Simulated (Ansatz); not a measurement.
**Sc (fcc type): how the settings move a single-point run**

How sensitive is a single-point run of Sc (fcc type) to its settings? A reference run comes first, then one run with altered input.

Program: Ansatz 0.2.0. Level of theory: reference: DFT, LDA, all-electron LAPW, scalar-relativistic. These are calculated values, not measurements.

## 1. The system as given

The structure is cubic, space group Fm-3m (No. 225). Conventional cell: a = 4.158 Å, b = 4.158 Å, c = 4.158 Å, α = 90.00°, β = 90.00°, γ = 90.00°. Sc (site symmetry m-3m) is surrounded by 12 Sc at 2.94 Å.

As a file:

```cif
data_structure
_symmetry_space_group_name_H-M 'Fm-3m'
_symmetry_Int_Tables_number 225
_cell_length_a 4.1579
_cell_length_b 4.1579
_cell_length_c 4.1579
_cell_angle_alpha 90.000
_cell_angle_beta 90.000
_cell_angle_gamma 90.000
_cell_volume 71.88
loop_
_atom_site_label
_atom_site_type_symbol
_atom_site_symmetry_multiplicity
_atom_site_Wyckoff_symbol
_atom_site_fract_x
_atom_site_fract_y
_atom_site_fract_z
_atom_site_occupancy
Sc1 Sc 4 a 0.00000 0.00000 0.00000 1
```

## 2. The reference run

input.yaml reads:

```yaml
crystal:
  lattice:
    - [0.0, 2.0789737397, 2.0789737397]
    - [2.0789737397, 0.0, 2.0789737397]
    - [2.0789737397, 2.0789737397, 0.0]
  atoms:
    - { symbol: Sc, position: [0.0, 0.0, 0.0] }
kpoints:
  mp_grid: { grid: [15, 15, 15] }
scf:
  occupations: { method: fermi_dirac, width: 0.1 }
hamiltonian:
  xc: lda
  pseudopotentials: { kind: all_electron, lapw: { basis_error: 0.001 } }
output:
  forces: true
  stress: true
  eigenvalues: true
  populations: true
```

Launch:

```sh
$ ansatz run input.yaml --threads 1 --pin off --max-ram 2048MiB --backend cpu --events-out ev --progress --plain --runs-dir out
```

## 3. Variant: scf.algorithm direct_min, xc_grid 1

input.yaml, as its differences from that of step 2:

```diff
@@ -11,2 +11,3 @@
   occupations: { method: fermi_dirac, width: 0.1 }
+  algorithm: direct_min
 hamiltonian:
@@ -19 +20,3 @@
   populations: true
+basis:
+  xc_grid: 1
```

What does the calculation give? Wanted: for each run, ending; energy change; pressure; gap; force.

As calculated:

| run | ending | energy change | pressure (GPa) | gap (eV) | force (eV/Å) | cycles | time |
| --- | --- | --- | --- | --- | --- | --- | --- |
| reference | converged | 0 | 18.1 | 0.00 | 0.00 | 5 | 5.7 s |
| 1: scf.algorithm direct_min, xc_grid 1 | converged | 0.0 meV/atom | 18.1 | 0.00 | 0.00 | 5 | 11 s |

Residual by cycle in the longest SCF loop of each run; runs are numbered as in the table. The quantity is the density residual dr2, in eV.

| cycle | reference | run 1 |
| --- | --- | --- |
| 1 | 0.0132 | 0.0132 |
| 2 | 0.00115 | 5.4e-4 |
| 3 | 2.5e-4 | 3.6e-5 |
| 4 | 5.1e-7 | 4.2e-8 |
| 5 | 8.2e-10 | 2.0e-11 |

The changed input (solver and numerical grids) leaves the energy the same to the digits printed. Cost: 11 s against 5.7 s. The structure is not at rest: the sound run finds 18 GPa, so these are no properties of the relaxed crystal. 
